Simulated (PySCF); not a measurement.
# Sb2: spin, charge, geometry and surroundings

Aim: change spin, charge, geometry, field or solvent of Sb2, one at a time, and compare with the base run.

Method: method and basis as typed in the scripts; program: PySCF 2.14.0.

1 further run of the same task is left out (it didn't finish).

## Step 1: The system as given

Sb2: 2 atoms, charge 0, spin multiplicity 1.

Bond lengths: Sb1–Sb2 2.730 Å.

## Step 2: Base script

input.py reads:

```python
from pyscf import gto, scf

mol = gto.M(
    atom='Sb 0 0 0; Sb 0 0 2.73',
    basis='sbkjc',
    ecp={'Sb': 'sbkjc'},
    charge=0,
    spin=0,
    verbose=4,
)
mf = scf.RHF(mol)
mf.kernel()
mf.mulliken_pop()
mf.dip_moment()
print('orbital energies (hartree):', mf.mo_energy[..., max(0, mol.nelec[1]-3):mol.nelec[0]+3].round(4))
```

Launch:

```sh
> OMP_NUM_THREADS=1 python input.py
```

The log of this run is left out.

In short: E(SCF) = -10.537635 Eh, 6 cycles, μ = 0.00 D.

The bond length is a typed value, not an optimised one.

## Step 3: Electric field 0.001 a.u.

Edit 1 changes electric field: none → 0.001 a.u.

input.py reads:

```python
from pyscf import gto, scf

mol = gto.M(
    atom='Sb 0 0 0; Sb 0 0 2.73',
    basis='sbkjc',
    ecp={'Sb': 'sbkjc'},
    charge=0,
    spin=0,
    verbose=4,
)
mf = scf.RHF(mol)
field = 0.001  # electric field along z, atomic units
h = mf.get_hcore() + field*mol.intor('int1e_r')[2]
mf.get_hcore = lambda *args: h
e_nuc = mol.energy_nuc() - field*mol.atom_charges() @ mol.atom_coords()[:, 2]
mf.energy_nuc = lambda *args: e_nuc
mf.kernel()
mf.mulliken_pop()
mf.dip_moment()
print('orbital energies (hartree):', mf.mo_energy[..., max(0, mol.nelec[1]-3):mol.nelec[0]+3].round(4))
```

Launch:

```sh
> OMP_NUM_THREADS=1 python input.py
```

## Step 4: Charge -1 (doublet, UHF)

Edit 2 changes charge: 0 → -1; spin (2S): 0 → 1; SCF type: RHF → UHF.

input.py reads:

```python
from pyscf import gto, scf

mol = gto.M(
    atom='Sb 0 0 0; Sb 0 0 2.73',
    basis='sbkjc',
    ecp={'Sb': 'sbkjc'},
    charge=-1,
    spin=1,
    verbose=4,
)
mf = scf.UHF(mol)
mf.kernel()
mf.mulliken_pop()
mf.dip_moment()
print('orbital energies (hartree):', [e[max(0, n-3):n+3].round(4) for e, n in zip(mf.mo_energy, mol.nelec)])
```

## Step 5: Electric field 0.2 a.u.

Edit 3 changes electric field: none → 0.2 a.u.

input.py: that of step 2 with these lines changed.

```diff
@@ -11,2 +11,7 @@
 mf = scf.RHF(mol)
+field = 0.2  # electric field along z, atomic units
+h = mf.get_hcore() + field*mol.intor('int1e_r')[2]
+mf.get_hcore = lambda *args: h
+e_nuc = mol.energy_nuc() - field*mol.atom_charges() @ mol.atom_coords()[:, 2]
+mf.energy_nuc = lambda *args: e_nuc
 mf.kernel()
```

## Step 6: Bond 0.1 Å

Edit 4 changes bond length: 2.73 Å → 0.1 Å.

input.py: that of step 2 with these lines changed.

```diff
@@ -3,3 +3,3 @@
 mol = gto.M(
-    atom='Sb 0 0 0; Sb 0 0 2.73',
+    atom='Sb 0 0 0; Sb 0 0 0.1',
     basis='sbkjc',
```

## Step 7: Charge +1 (doublet, UHF)

Edit 5 changes charge: 0 → 1; spin (2S): 0 → 1; SCF type: RHF → UHF.

input.py reads:

```python
from pyscf import gto, scf

mol = gto.M(
    atom='Sb 0 0 0; Sb 0 0 2.73',
    basis='sbkjc',
    ecp={'Sb': 'sbkjc'},
    charge=1,
    spin=1,
    verbose=4,
)
mf = scf.UHF(mol)
mf.kernel()
mf.mulliken_pop()
mf.dip_moment()
print('orbital energies (hartree):', [e[max(0, n-3):n+3].round(4) for e, n in zip(mf.mo_energy, mol.nelec)])
```

**Question.** What will these runs give? Wanted: for each run, E(SCF); from base; gap, α spin.

As calculated:

| run | E(SCF) (hartree) | from base (eV) | cycles | gap, α spin (eV) |
| --- | --- | --- | --- | --- |
| base | -10.537635 | 0 | 6 | 6.69 |
| electric field 0.001 a.u. | -10.537717 | -0.0022 | 9 | 6.68 |
| charge -1 (doublet, UHF) | -10.591101 | -1.4549 | 8 | 5.60 |
| electric field 0.2 a.u. (poor choice) | -13.583629 | not comparable | 9 | 9.80 |
| bond 0.1 Å (poor choice) | 111.465244 | +3319.8675 | 7 | 4.80 |
| charge +1 (doublet, UHF) | -10.260952 | +7.5289 | 7 | 6.29 |

What this shows: Of the runs whose energies can be compared, “bond 0.1 Å” moves the SCF energy most (+3319.867 eV). At the SCF level, adding an electron (to the doublet) releases 1.45 eV at fixed geometry. At the SCF level, going to the doublet with one electron fewer costs 7.53 eV at fixed geometry, against 7.85 eV for the negative of the highest filled level. With bond 0.1 Å the frontier gap moves by over 1.5 eV, which can mean another electronic state rather than the bond length alone. Rows marked «poor choice» come from settings spoiled on purpose.
